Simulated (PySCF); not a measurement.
# C2H6BNO: electronic excitations and core binding energies

Aim: predict the electronic excitations and core binding energies of C2H6BNO (`C=COBN`).

The runs use PySCF 2.14.0, with density-fitted response routines of our own; the level of theory stands in each step. All values are computed, except where a source is named. Atoms count from 0, in the outputs and in this text.

## Step 1: The molecule as given

11 atoms, charge 0, multiplicity 1; geometry from: GFN2-xTB.

Bonds of the start (Å): C0–C1 1.32, C1–O2 1.35, O2–B3 1.36, B3–N4 1.40, C0–H5 1.08, C0–H6 1.07, C1–H7 1.09, B3–H8 1.17, N4–H9 1.01, N4–H10 1.00.

## Step 2: Ultraviolet spectrum: CAM-B3LYP/def2-SVPD

The job: settings as JSON, then the geometry in Å.

```
{"job": {"kind": "uv", "xc": "CAM-B3LYP", "basis": "def2-SVPD", "nstates": 8, "ntriplets": 3}, "charge": 0, "multiplicity": 1}
C     -1.570931     0.512821    -0.381783
C     -1.190206    -0.607402     0.212430
O     -0.103457    -0.776415     0.994904
B      1.156713    -0.314511     0.783380
N      1.579239     0.269395    -0.412452
H     -0.999800     1.421077    -0.299334
H     -2.484728     0.552744    -0.944886
H     -1.795565    -1.507685     0.155015
H      1.911703    -0.481343     1.663061
H      0.976450     0.382605    -1.210108
H      2.526005     0.551386    -0.586190
```

With the program's defaults for keys left out, this is: TDDFT CAM-B3LYP/def2-SVPD, vertical, gas phase, core orbitals frozen in the response.

Launch:

```bash
OMP_NUM_THREADS=1 python probes_run.py task.json out
```

The driver reads the jobs from task.json and runs them one after another.

**Question.** This job is followed by: delta-SCF UKS SCAN, pcX-2 on the ionised atom, pcseg-1 elsewhere, spin-free X2C. Predict these results of the whole session: lowest singlet (CAM-B3LYP/def2-SVPD); lowest triplet; C1s binding energies, SCAN/pcX-2; O1s binding energies, SCAN/pcX-2; B1s binding energies, SCAN/pcX-2; N1s binding energies, SCAN/pcX-2.

As calculated:

| quantity | value |
| --- | --- |
| lowest singlet (CAM-B3LYP/def2-SVPD) | 6.52 eV (190 nm), f = 0.138 |
| lowest triplet | 4.32 eV |
| C1s binding energies, SCAN/pcX-2 | C1 292.28, C0 290.12 eV |
| O1s binding energies, SCAN/pcX-2 | O2 538.81 eV |
| B1s binding energies, SCAN/pcX-2 | B3 196.43 eV |
| N1s binding energies, SCAN/pcX-2 | N4 405.20 eV |

**Reading.** The lowest singlet, at 6.52 eV, is HOMO→LUMO+1 0.92 and is bright. The lowest triplet lies 2.20 eV below the lowest singlet (triplets in Tamm-Dancoff, singlets in full TDDFT). The C1s levels kept as sound span 2.16 eV, from C0 (β carbon of an enol-ether or enamine type C=C) up to C1 (alkene carbon bearing oxygen).
